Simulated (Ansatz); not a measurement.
# C2H12BGaOSi2: the cost of one run

Computed with Ansatz 0.2.0, Gaussian basis. Level: one geometry, several basis sets.

Plan: PBE0-D4/def2-SVP; ωB97M-V/def2-SVP; PBE0-D4/def2-QZVPP; ωB97M-V/def2-QZVPP; the functionals' def2-TZVPP values are taken from earlier runs.

## Step 1: Structure used throughout

The geometry comes from an earlier relaxation with PBE0-D4 in a triple-zeta def2 set; it is a stationary point, not always the lowest conformer.

SMILES `C[C@@H]([SiH3])B[Si@@H](O)[GaH2]`, 19 atoms, charge 0, spin multiplicity 1.

Atoms are counted from 1 here; the program's logs count them from 0.

Bond lengths: C1–C2 1.528 Å, C1–H8 1.093 Å, C1–H9 1.092 Å, C1–H10 1.093 Å, C2–Si3 1.894 Å, C2–B4 1.546 Å, C2–H11 1.099 Å, Si3–H12 1.482 Å, Si3–H13 1.518 Å, Si3–H14 1.484 Å, B4–Si5 1.985 Å, B4–H15 1.203 Å, Si5–O6 1.663 Å, Si5–Ga7 2.438 Å, Si5–H16 1.496 Å, O6–H17 0.957 Å, Ga7–H18 1.574 Å, Ga7–H19 1.579 Å. Angles: C2–C1–H8 112.3°, C2–C1–H9 110.5°, C2–C1–H10 111.5°, H8–C1–H9 107.9°, H8–C1–H10 107.3°, H9–C1–H10 107.1°, C1–C2–Si3 112.0°, C1–C2–B4 119.5°, C1–C2–H11 112.1°, Si3–C2–B4 98.7°, Si3–C2–H11 101.1°, B4–C2–H11 111.1°, C2–Si3–H12 112.3°, C2–Si3–H13 111.7°, C2–Si3–H14 111.0°, H12–Si3–H13 104.7°, H12–Si3–H14 111.2°, H13–Si3–H14 105.6° and more.

## Step 2: PBE0-D4 in def2-SVP

The input, in.yaml:

```yaml
crystal:
  periodic: [false, false, false]
  atoms:
    - {symbol: C, position_ang: [0.023326, -2.099198, -0.013464]}
    - {symbol: C, position_ang: [1.025451, -1.025044, 0.408212]}
    - {symbol: Si, position_ang: [1.700286, -0.063012, -1.077651]}
    - {symbol: B, position_ang: [0.545328, 0.170237, 1.262784]}
    - {symbol: Si, position_ang: [-1.318875, 0.846924, 1.177535]}
    - {symbol: O, position_ang: [-1.550995, 2.113481, 2.230009]}
    - {symbol: Ga, position_ang: [-1.261237, 1.418628, -1.191390]}
    - {symbol: H, position_ang: [0.461148, -2.830426, -0.697311]}
    - {symbol: H, position_ang: [-0.349760, -2.638386, 0.860345]}
    - {symbol: H, position_ang: [-0.843479, -1.661987, -0.516407]}
    - {symbol: H, position_ang: [1.948974, -1.458624, 0.816974]}
    - {symbol: H, position_ang: [3.014277, 0.561326, -0.794807]}
    - {symbol: H, position_ang: [0.796557, 1.096908, -1.453030]}
    - {symbol: H, position_ang: [1.764809, -0.924506, -2.284020]}
    - {symbol: H, position_ang: [1.383917, 0.874395, 1.760693]}
    - {symbol: H, position_ang: [-2.371563, -0.196276, 1.379721]}
    - {symbol: H, position_ang: [-2.328071, 2.654913, 2.090135]}
    - {symbol: H, position_ang: [-1.056215, 2.884817, -1.726167]}
    - {symbol: H, position_ang: [-1.583878, 0.275830, -2.232173]}
basis:
  gaussian: {orbitals: def2-SVP}
hamiltonian: {xc: pbe0, dispersion: d4}
output: {orbitals: {seedname: orbitals}}
```

Launch:

```
ansatz run in.yaml --threads 2 --pin off --events-out ev --progress --plain --max-ram 22528MiB --backend cpu
```

What time and memory should one allow on 2 threads of AMD EPYC 7R13, shared host?

About 6.5 s, with a peak of 0.88 GiB.
